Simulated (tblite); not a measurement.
# C6H8ClNSi2: the cost of one run

The runs use tblite 0.8.0 and PySCF 2.14.0, with density-fitted response routines of our own; the level of theory stands in each step. All values are computed, except where a source is named. Atoms count from 0, in the outputs and in this text.

## (1) Starting geometry

18 atoms, charge 0, multiplicity 1; geometry from: force field or distance geometry start.

Bonds of the start (Å): N0–C1 1.14, C1–C2 1.48, C2–C3 1.48, C3–C4 1.20, C4–C5 1.47, C5–Si6 1.87, Si6–C7 1.89, C7–Si8 1.89, Si8–Cl9 2.12, C7–C5 1.50, C2–H10 1.10, C2–H11 1.10, C5–H12 1.11, Si6–H13 1.45, Si6–H14 1.46, C7–H15 1.11, Si8–H16 1.46, Si8–H17 1.45.

## (2) Optimising the geometry with GFN2-xTB

Job settings and geometry (Å):

```
{"job": {"kind": "relax", "xc": "GFN2-xTB", "basis": "xTB"}, "charge": 0, "multiplicity": 1}
N      4.595300     1.735000    -0.138500
C      4.125700     0.712900     0.059800
C      3.529600    -0.615200     0.350500
C      2.082800    -0.500200     0.038800
C      0.905300    -0.405500    -0.186300
C     -0.525400    -0.253800    -0.492500
Si    -1.206500     1.448800    -0.110500
C     -1.510300    -0.259600     0.633300
Si    -3.299800    -0.739600     0.258600
Cl    -4.461100     0.824200     1.088900
H      3.606700    -0.870500     1.420500
H      3.993000    -1.385800    -0.279300
H     -0.890900    -0.791900    -1.388100
H     -2.130400     1.940400    -1.114600
H     -0.466100     2.346400     0.766200
H     -1.151800    -0.478100     1.665200
H     -3.514000    -0.676800    -1.183900
H     -3.690800    -2.024100     0.805900
```

Started as:

```
> OMP_NUM_THREADS=1 python probes_run.py task.json out
```

One launch serves the whole session: the jobs run in the order shown.

Q: Estimate the wall time of this first job on 1 thread of Arm Neoverse V2, shared host.

About 1.6 s.
